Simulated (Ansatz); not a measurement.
# Ti2FeS4: further runs on the relaxed cell

Aim: for Ti2FeS4, fit an equation of state.

The COD entry's cell or inner coordinates are ideal or old and differ from later refinements, so a difference from it is no clean test against experiment.

Computed with Ansatz 0.2.0 (DFT PBEsol, scalar-relativistic, plane waves, PAW, unless a step's input says otherwise).

2 further runs of the same task are left out: 2 set aside as unsound or not needed. Runs told in other sessions of the task aren't counted.

## (1) The starting structure

It takes space group C2/m (No. 12, monoclinic). Conventional cell: a = 12.227 Å, b = 3.318 Å, c = 5.668 Å, α = 90.00°, β = 116.97°, γ = 90.00°. Around Ti (site symmetry m) lie 6 S at 2.39 to 2.46 Å. Fe (site symmetry 2/m) is surrounded by 6 S at 2.25 to 2.26 Å. Around S (site symmetry m) lie 2 Fe at 2.26 Å and 3 Ti at 2.42 to 2.46 Å. S (site symmetry m) has 1 Fe at 2.25 Å and 3 Ti at 2.39 to 2.42 Å in its first shell of neighbours.

Structure file:

```
Ti Fe S
1.0
     6.11262   -1.65896   -0.08847
     6.11262    1.65896   -0.08847
    -2.49683    0.00000    5.08859
Ti Fe S
2 1 4
Direct
  0.25617 0.25617 0.26478
  0.74383 0.74383 0.73522
  0.00000 0.00000 0.00000
  0.38511 0.38511 0.04433
  0.61489 0.61489 0.95567
  0.88992 0.88992 0.55677
  0.11008 0.11008 0.44323
```

This cell was relaxed beforehand with the same method: volume 14.64 Å³/atom, gap on the mesh none (metal).

## (2) Volume × 0.97

input.yaml

```yaml
crystal:
  lattice:
    - [6.050871576, -1.6421997369, -0.0875725627]
    - [6.050871576, 1.6421997369, -0.0875725627]
    - [-2.4716051991, 0.0, 5.0371832869]
  atoms:
    - { symbol: Ti, position: [0.2561708115, 0.2561708115, 0.2647847498] }
    - { symbol: Ti, position: [0.7438291885, 0.7438291885, 0.7352152502] }
    - { symbol: Fe, position: [0.0, 0.0, 0.0] }
    - { symbol: S, position: [0.3851140063, 0.3851140063, 0.0443315511] }
    - { symbol: S, position: [0.6148859937, 0.6148859937, 0.9556684489] }
    - { symbol: S, position: [0.8899173304, 0.8899173304, 0.5567712731] }
    - { symbol: S, position: [0.1100826696, 0.1100826696, 0.4432287269] }
basis:
  ecutwfc: 420
kpoints:
  mp_grid: { grid: [12, 12, 8] }
hamiltonian:
  xc: pbesol
scf:
  occupations: { method: gaussian, width: 0.1 }
output:
  forces: true
  stress: true
  eigenvalues: true
relax:
  adjacent_minimum: "off"
  f_tol: 0.01
  max_steps: 30
  cell: { stress_tol: 0.1, fix: [volume] }
```

On the command line:

```sh
$ ansatz run input.yaml --threads 2 --pin off --max-ram 5120MiB --backend cpu --events-out ev --progress --plain --runs-dir out
```

## (3) The cell scaled to 1.03 of its volume

input.yaml, as its differences from that of step 2:

```diff
@@ -2,5 +2,5 @@
   lattice:
-    - [6.050871576, -1.6421997369, -0.0875725627]
-    - [6.050871576, 1.6421997369, -0.0875725627]
-    - [-2.4716051991, 0.0, 5.0371832869]
+    - [6.173144349, -1.6753844299, -0.0893421821]
+    - [6.173144349, 1.6753844299, -0.0893421821]
+    - [-2.5215500736, 0.0, 5.1389719896]
   atoms:
```

## (4) Point at V/V0 = 0.94

input.yaml

```yaml
crystal:
  lattice:
    - [5.9884360663, -1.6274998834, -0.0717490605]
    - [5.9884360663, 1.6274998834, -0.0717490605]
    - [-2.4338923154, 0.0, 4.9706556553]
  atoms:
    - { symbol: Ti, position: [0.2559297411, 0.2559297411, 0.2645028739] }
    - { symbol: Ti, position: [0.7440702589, 0.7440702589, 0.7354971261] }
    - { symbol: Fe, position: [0.0, 0.0, 0.0] }
    - { symbol: S, position: [0.3857221659, 0.3857221659, 0.0459190148] }
    - { symbol: S, position: [0.6142778341, 0.6142778341, 0.9540809852] }
    - { symbol: S, position: [0.8915119482, 0.8915119482, 0.5550133217] }
    - { symbol: S, position: [0.1084880518, 0.1084880518, 0.4449866783] }
basis:
  ecutwfc: 420
kpoints:
  mp_grid: { grid: [12, 12, 8] }
hamiltonian:
  xc: pbesol
scf:
  occupations: { method: gaussian, width: 0.1 }
output:
  forces: true
  stress: true
  eigenvalues: true
relax:
  adjacent_minimum: "off"
  f_tol: 0.01
  max_steps: 30
  cell: { stress_tol: 0.1, fix: [volume] }
```

## (5) Volume × 1.06

input.yaml

```yaml
crystal:
  lattice:
    - [6.2348959787, -1.6884867098, -0.1069828229]
    - [6.2348959787, 1.6884867098, -0.1069828229]
    - [-2.5605371649, 0.0, 5.2026780999]
  atoms:
    - { symbol: Ti, position: [0.2563958022, 0.2563958022, 0.2652300051] }
    - { symbol: Ti, position: [0.7436041978, 0.7436041978, 0.7347699949] }
    - { symbol: Fe, position: [0.0, 0.0, 0.0] }
    - { symbol: S, position: [0.3844363526, 0.3844363526, 0.0428576718] }
    - { symbol: S, position: [0.6155636474, 0.6155636474, 0.9571423282] }
    - { symbol: S, position: [0.8883007801, 0.8883007801, 0.5585345706] }
    - { symbol: S, position: [0.1116992199, 0.1116992199, 0.4414654294] }
basis:
  ecutwfc: 420
kpoints:
  mp_grid: { grid: [12, 12, 8] }
hamiltonian:
  xc: pbesol
scf:
  occupations: { method: gaussian, width: 0.1 }
output:
  forces: true
  stress: true
  eigenvalues: true
relax:
  adjacent_minimum: "off"
  f_tol: 0.01
  max_steps: 30
  cell: { stress_tol: 0.1, fix: [volume] }
```

## (6) Volume × 0.91

input.yaml

```yaml
crystal:
  lattice:
    - [5.926017192, -1.6120798878, -0.0558242906]
    - [5.926017192, 1.6120798878, -0.0558242906]
    - [-2.3961158056, 0.0, 4.9029871433]
  atoms:
    - { symbol: Ti, position: [0.2556810532, 0.2556810532, 0.2643159917] }
    - { symbol: Ti, position: [0.7443189468, 0.7443189468, 0.7356840083] }
    - { symbol: Fe, position: [0.0, 0.0, 0.0] }
    - { symbol: S, position: [0.3862962523, 0.3862962523, 0.047351405] }
    - { symbol: S, position: [0.6137037477, 0.6137037477, 0.952648595] }
    - { symbol: S, position: [0.8931297414, 0.8931297414, 0.5532247601] }
    - { symbol: S, position: [0.1068702586, 0.1068702586, 0.4467752399] }
basis:
  ecutwfc: 420
kpoints:
  mp_grid: { grid: [12, 12, 8] }
hamiltonian:
  xc: pbesol
scf:
  occupations: { method: gaussian, width: 0.1 }
output:
  forces: true
  stress: true
  eigenvalues: true
relax:
  adjacent_minimum: "off"
  f_tol: 0.01
  max_steps: 30
  cell: { stress_tol: 0.1, fix: [volume] }
```

## (7) Volume × 1.10

input.yaml

```yaml
crystal:
  lattice:
    - [6.3159748787, -1.7065921841, -0.1251863978]
    - [6.3159748787, 1.7065921841, -0.1251863978]
    - [-2.6076923423, 0.0, 5.2803097362]
  atoms:
    - { symbol: Ti, position: [0.2565156059, 0.2565156059, 0.2657445848] }
    - { symbol: Ti, position: [0.7434843941, 0.7434843941, 0.7342554152] }
    - { symbol: Fe, position: [0.0, 0.0, 0.0] }
    - { symbol: S, position: [0.3837093926, 0.3837093926, 0.0412499683] }
    - { symbol: S, position: [0.6162906074, 0.6162906074, 0.9587500317] }
    - { symbol: S, position: [0.8867102104, 0.8867102104, 0.5603026854] }
    - { symbol: S, position: [0.1132897896, 0.1132897896, 0.4396973146] }
basis:
  ecutwfc: 420
kpoints:
  mp_grid: { grid: [12, 12, 8] }
hamiltonian:
  xc: pbesol
scf:
  occupations: { method: gaussian, width: 0.1 }
output:
  forces: true
  stress: true
  eigenvalues: true
relax:
  adjacent_minimum: "off"
  f_tol: 0.01
  max_steps: 30
  cell: { stress_tol: 0.1, fix: [volume] }
```

## (8) Point at V/V0 = 0.88

input.yaml

```yaml
crystal:
  lattice:
    - [5.8634273993, -1.5959777828, -0.0407727028]
    - [5.8634273993, 1.5959777828, -0.0407727028]
    - [-2.3590010019, 0.0, 4.8344297373]
  atoms:
    - { symbol: Ti, position: [0.2554200283, 0.2554200283, 0.2642611549] }
    - { symbol: Ti, position: [0.7445799717, 0.7445799717, 0.7357388451] }
    - { symbol: Fe, position: [0.0, 0.0, 0.0] }
    - { symbol: S, position: [0.386812629, 0.386812629, 0.0487405597] }
    - { symbol: S, position: [0.613187371, 0.613187371, 0.9512594403] }
    - { symbol: S, position: [0.8947548556, 0.8947548556, 0.5514611393] }
    - { symbol: S, position: [0.1052451444, 0.1052451444, 0.4485388607] }
basis:
  ecutwfc: 420
kpoints:
  mp_grid: { grid: [12, 12, 8] }
hamiltonian:
  xc: pbesol
scf:
  occupations: { method: gaussian, width: 0.1 }
output:
  forces: true
  stress: true
  eigenvalues: true
relax:
  adjacent_minimum: "off"
  f_tol: 0.01
  max_steps: 30
  cell: { stress_tol: 0.1, fix: [volume] }
```

(Steps that only read results are left out.)

Q: Predict the outcome of this session. Wanted: equilibrium volume of the fit; bulk modulus.

**Answer**, as computed:

```
                     quantity          value
equilibrium volume of the fit  14.64 Å³/atom
                 bulk modulus        119 GPa
      its pressure derivative            4.6
```

The fit puts the minimum at 14.64 Å³/atom with B = 119 GPa and B' = 4.6. Spin polarisation is off in the runs that give these values; a magnetic solution could lie lower.
